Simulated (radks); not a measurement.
# Ionising thallium step by step, Tl⁴²⁺ to Tl⁶²⁺

One table from this session's results is given with a row withheld; the runs are named, their logs left out.

Program: radks (a radial shooting solver on a logarithmic mesh, Libxc functionals) version 1. Level of theory: scalar-relativistic Kohn-Sham, PBE, spin-unpolarised, spherical densities, point nucleus. These are calculated values, not measurements, unless marked.

### The system

- element: thallium (Z = 81)
- charges: 42 to 62
- first configuration: [Kr] 4d3
- last configuration: [Ar] 3d1

Outer shells as boxes (Hund's rule):

Tl⁴²⁺
```
[Kr] core
4d [↑ ][↑ ][↑ ][  ][  ]
```

Tl⁶²⁺
```
[Ar] core
3d [↑ ][  ][  ][  ][  ]
```

Set-up of the first run:

The run's settings:

```text
Z 81
configuration [Kr] 4d3
relativity scalar-relativistic
functional pbe,pbe
spin unpolarised
nucleus point
c 137.035999084
```

Steps of the session up to this table: Tl⁴²⁺, [Kr] 4d3.

One of the session's tables, all rows but one given; the rest of the session is left out.

It belongs to the step «Tl⁴²⁺, [Kr] 4d3». From the orbitals of this run (lengths in bohr):

| level | <r> | outermost maximum (interpolated) | 90 % within | nodes |
| --- | --- | --- | --- | --- |
| 2s | 0.06870 | 0.0581 | 0.107 | 1 |
| 2p | 0.06232 | 0.0483 | 0.102 | 0 |
| 3s | ? | ? | ? | ? |
| 3p | 0.1769 | 0.163 | 0.264 | 1 |
| 3d | 0.1598 | 0.132 | 0.247 | 0 |
| 4s | 0.3574 | 0.350 | 0.506 | 3 |
| 4p | 0.3703 | 0.363 | 0.528 | 2 |
| 4d | 0.3688 | 0.357 | 0.536 | 1 |

Estimate the missing values for 3s.

The run gave: <r>: 0.1758; outermost maximum (interpolated): 0.163; 90 % within: 0.257; nodes: 2. In the column «<r>» it lies between 3d (0.1598) and 3p (0.1769).

Caveats from the session: Spin polarisation and multiplet splitting are left out, so open shells lie too high by an amount that depends on their filling.
